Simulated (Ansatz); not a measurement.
**W (diamond type): how the settings move a single-point run**

Question: which choices in the input matter for W (diamond type)?

Computed with Ansatz 0.2.0 (reference: DFT, PBEsol, norm-conserving pseudopotentials, Ansatz's default files, scalar-relativistic, unless a step's input says otherwise).

**1. The structure to begin with**

The structure is cubic, space group Fd-3m (No. 227). Conventional cell: a = 5.758 Å, b = 5.758 Å, c = 5.758 Å, α = 90.00°, β = 90.00°, γ = 90.00°. W (site symmetry -43m) is surrounded by 4 W at 2.49 Å.

Structure file:

```
CELL_PARAMETERS angstrom
0.00000 2.87896 2.87896
2.87896 0.00000 2.87896
2.87896 2.87896 0.00000
ATOMIC_POSITIONS crystal
W 0.87500 0.87500 0.87500
W 0.12500 0.12500 0.12500
```

**2. Reference**

Input file input.yaml:

```yaml
crystal:
  lattice:
    - [0.0, 2.8789574376, 2.8789574376]
    - [2.8789574376, 0.0, 2.8789574376]
    - [2.8789574376, 2.8789574376, 0.0]
  atoms:
    - { symbol: W, position: [-0.125, -0.125, -0.125] }
    - { symbol: W, position: [0.125, 0.125, 0.125] }
kpoints:
  mp_grid: { grid: [14, 14, 14] }
scf:
  occupations: { method: fermi_dirac, width: 0.1 }
hamiltonian:
  xc: pbesol
  pseudopotentials: { kind: nc }
output:
  forces: true
  stress: true
  eigenvalues: true
```

On the command line:

```sh
ansatz run input.yaml --threads 1 --pin off --max-ram 2048MiB --backend cpu --events-out ev --progress --plain --runs-dir out
```

**3. Changing settings: n_extra_bands 2**

input.yaml: that of step 2 with these lines changed.

```diff
@@ -12,2 +12,3 @@
   occupations: { method: fermi_dirac, width: 0.1 }
+  n_extra_bands: 2
 hamiltonian:
```

Q: Predict the outcome of this session. Wanted: for each run, ending; energy change; pressure; gap; force.

**Answer**, as computed:

| run | ending | energy change | pressure (GPa) | gap (eV) | force (eV/Å) | cycles | time |
| --- | --- | --- | --- | --- | --- | --- | --- |
| reference | converged | 0 | 0.1 | 0.00 | 0.00 | 7 | 16 s |
| 1: n_extra_bands 2 | converged | 0.0 meV/atom | 0.1 | 0.00 | 0.00 | 7 | 18 s |

Residual by cycle in the longest SCF loop of each run; runs are numbered as in the table. The quantity is the density residual dr2, in eV.

| cycle | reference | run 1 |
| --- | --- | --- |
| 1 | 0.842 | 0.842 |
| 2 | 0.343 | 0.343 |
| 3 | 0.00392 | 0.00393 |
| 4 | 5.0e-4 | 5.2e-4 |
| 5 | 5.8e-6 | 5.7e-6 |
| 6 | 1.9e-7 | 1.9e-7 |
| 7 | 4.9e-9 | 4.4e-9 |

What this shows: Energy and cycle count are those of the reference, so the change (band count) left the result and the number of cycles as they were.
